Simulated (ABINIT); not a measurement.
ZnH:

```
Zn H
1.0
     2.94802    0.00000    0.00000
     0.00000    2.94802    0.00000
     0.00000    0.00000    2.94802
Zn H
1 1
Direct
  0.50000 0.50000 0.50000
  0.00000 0.00000 0.00000
```

The cell was built by a generator and needn't be a form met in nature.

* Program: ABINIT 10.8.3 (patched build)
* Task: relaxation of cell and atoms
* Functional: LDA-Teter
* Potentials or basis: JTH PAW LDA v2.0
* Cutoff: 680 eV
* k mesh: 7 × 7 × 7
* Occupations: fermi-dirac, width 0.05 eV
* Spin: no spin polarisation

At the start: pressure -13.9 GPa; volume 12.81 Å³/atom.

Q: How do energy, volume and symmetry change on relaxing?

A: Over 7 steps the energy falls by 224.5 meV/atom and the volume is 9.01 Å³/atom (-29.6 %); space group Pm-3m (No. 221, to 0.05 Å).

The path:
```
step  energy change (eV)  largest force (eV/Å)  pressure (GPa)  volume (Å³)
   1              0.0000                0.0000          -13.92        25.62
   2             -0.0919                0.0000          -13.42        24.54
   3             -0.0334                0.0000           41.51        13.81
   4             -0.3966                0.0000           -7.33        20.15
   5             -0.4428                0.0000           -2.76        18.72
   6             -0.4489                0.0000            0.21        17.98
   7             -0.4489                0.0000            0.00        18.03
```

Final structure:
```cif
data_structure
_symmetry_space_group_name_H-M 'P 1'
_symmetry_Int_Tables_number 1
_cell_length_a 2.6220
_cell_length_b 2.6220
_cell_length_c 2.6220
_cell_angle_alpha 90.000
_cell_angle_beta 90.000
_cell_angle_gamma 90.000
_cell_volume 18.03
loop_
_atom_site_label
_atom_site_type_symbol
_atom_site_fract_x
_atom_site_fract_y
_atom_site_fract_z
_atom_site_occupancy
Zn1 Zn 0.50000 0.50000 0.50000 1
H1 H 0.00000 0.00000 0.00000 1
```

Caveat: the volume moved by over 15 % at a fixed basis, so the end points are rough; the atomic spheres overlap.
